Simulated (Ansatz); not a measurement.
**ClF2H11Si4 (built from SMILES F.F.[SiH3][Si]([SiH3])([SiH3])Cl): search for a transition state**

Aim: find the saddle point of a ligand exchange through a proton shuttle that is to form Si1–F7, H6–F9, Si2–H8 and break Si1–Si2, H6–F7, H8–F9, prove it by its vibrations, and relax downhill on both sides to see what it joins.

Program: Ansatz 0.2.0, Gaussian basis. Level of theory: PBE0-D4, def2-SVP first, then def2-TZVP. These are calculated values, not measurements.

190 further runs of the same task are left out: 190 set aside as unsound or not needed. Runs told in other sessions of the task aren't counted.

## Step 1: The system as given

The guess: 18 atoms, charge 0, spin multiplicity 1.

Atoms are counted from 1 here; the program's logs count them from 0.

Bond lengths: Si1–Si3 2.364 Å, Si1–Si4 2.355 Å, Si1–Cl5 2.058 Å, Si2–H10 1.465 Å, Si2–H11 1.466 Å, Si2–H12 1.470 Å, Si3–H13 1.478 Å, Si3–H14 1.456 Å, Si3–H15 1.459 Å, Si4–H16 1.467 Å, Si4–H17 1.464 Å, Si4–H18 1.464 Å, H6–F7 0.962 Å. Angles: Si3–Si1–Si4 117.2°, Si3–Si1–Cl5 114.3°, Si4–Si1–Cl5 105.6°, H10–Si2–H11 108.2°, H10–Si2–H12 105.1°, H11–Si2–H12 106.1°, Si1–Si3–H13 101.3°, Si1–Si3–H14 114.8°, Si1–Si3–H15 113.2°, H13–Si3–H14 107.2°, H13–Si3–H15 106.3°, H14–Si3–H15 112.8°, Si1–Si4–H16 111.9°, Si1–Si4–H17 114.9°, Si1–Si4–H18 108.3°, H16–Si4–H17 106.5°, H16–Si4–H18 107.2°, H17–Si4–H18 107.7°.

Coordinates:

```xyz
18
charge 0, multiplicity 1
Si   -0.2693    0.1781   -0.5619
Si   -1.0800   -0.1916    2.0018
Si    1.9992   -0.3148   -1.0105
Si   -1.8868   -1.2713   -1.4713
Cl   -0.8498    2.0726   -1.1171
H     1.9718    2.2877    0.5434
F     2.4021    2.2957   -0.3173
H     0.2001    0.9673    1.5203
F     1.0867    1.8289    1.6940
H    -2.5094   -0.0061    1.7378
H    -0.7975   -1.6301    2.0033
H    -0.8849    0.2626    3.3866
H     1.9132   -1.7363   -1.4059
H     2.5702    0.4121   -2.1349
H     2.8436   -0.2715    0.1790
H    -1.8176   -1.3186   -2.9362
H    -3.2719   -0.9402   -1.1300
H    -1.6197   -2.6246   -0.9810
```

Distances that are to change: Si1–F7 3.42 Å, H6–F9 1.52 Å, Si2–H8 1.79 Å, Si1–Si2 2.71 Å, H6–F7 0.96 Å, H8–F9 1.25 Å.

## Step 2: Constrained relaxation of the guess

hold/in.yaml

```yaml
crystal:
  periodic: [false, false, false]
  atoms:
    - {symbol: Si, position_ang: [-0.269300, 0.178100, -0.561900]}
    - {symbol: Si, position_ang: [-1.080000, -0.191600, 2.001800]}
    - {symbol: Si, position_ang: [1.999200, -0.314800, -1.010500]}
    - {symbol: Si, position_ang: [-1.886800, -1.271300, -1.471300]}
    - {symbol: Cl, position_ang: [-0.849800, 2.072600, -1.117100]}
    - {symbol: H, position_ang: [1.971800, 2.287700, 0.543400]}
    - {symbol: F, position_ang: [2.402100, 2.295700, -0.317300]}
    - {symbol: H, position_ang: [0.200100, 0.967300, 1.520300]}
    - {symbol: F, position_ang: [1.086700, 1.828900, 1.694000]}
    - {symbol: H, position_ang: [-2.509400, -0.006100, 1.737800]}
    - {symbol: H, position_ang: [-0.797500, -1.630100, 2.003300]}
    - {symbol: H, position_ang: [-0.884900, 0.262600, 3.386600]}
    - {symbol: H, position_ang: [1.913200, -1.736300, -1.405900]}
    - {symbol: H, position_ang: [2.570200, 0.412100, -2.134900]}
    - {symbol: H, position_ang: [2.843600, -0.271500, 0.179000]}
    - {symbol: H, position_ang: [-1.817600, -1.318600, -2.936200]}
    - {symbol: H, position_ang: [-3.271900, -0.940200, -1.130000]}
    - {symbol: H, position_ang: [-1.619700, -2.624600, -0.981000]}
basis:
  gaussian: {orbitals: def2-SVP}
hamiltonian: {xc: pbe0, dispersion: d4}
relax: {f_tol: 0.04, max_steps: 150, escape_saddle: false, constraints: [{distance: [0, 6]}, {distance: [5, 8]}, {distance: [1, 7]}, {distance: [0, 1]}, {distance: [5, 6]}, {distance: [7, 8]}]}
```

The run is started by

```
> ansatz run in.yaml --threads 4 --pin off --events-out ev --progress --plain --max-ram 66560MiB --backend cuda --devices 0, --max-vram 37GiB
```

The runs that follow: Force constants to start from; Saddle search in the small basis; Saddle search in triple zeta; Vibrations at the point found; Relaxing after a step of 0.30 Å one way along the mode; Relaxing after a step of 0.30 Å the other way along the mode.

Q: Predict the outcome of this session. Wanted: imaginary mode; barrier from the start side; barrier from the end side; energy of the step; pairs that change; zero-point energy at the saddle.

As calculated:

| quantity | value |
| --- | --- |
| imaginary mode | 799i cm⁻¹ |
| barrier from the start side | 40.4 kcal/mol |
| barrier from the end side | 60.7 kcal/mol |
| energy of the step | -20.3 kcal/mol |
| pairs that change | Si1–H13 formed, Si2–H8 formed, Si3–F7 formed, H6–F9 formed, Si1–Si2 broken, Si3–H13 broken, H6–F7 broken, H8–F9 broken |
| zero-point energy at the saddle | 2.642 eV |

One imaginary mode, 799i cm⁻¹, makes this a first-order saddle. The two relaxations don't end on the planned structures: the search found another step. At PBE0-D4/def2-TZVP the electronic barrier is 40.4 kcal/mol, about 68 kT at 298 K, and the step runs 20.3 kcal/mol downhill. A step off the saddle overshot and began above it in energy, so the link to its end is likely but not proven. The ends are the nearest minima, not always the lowest complexes.
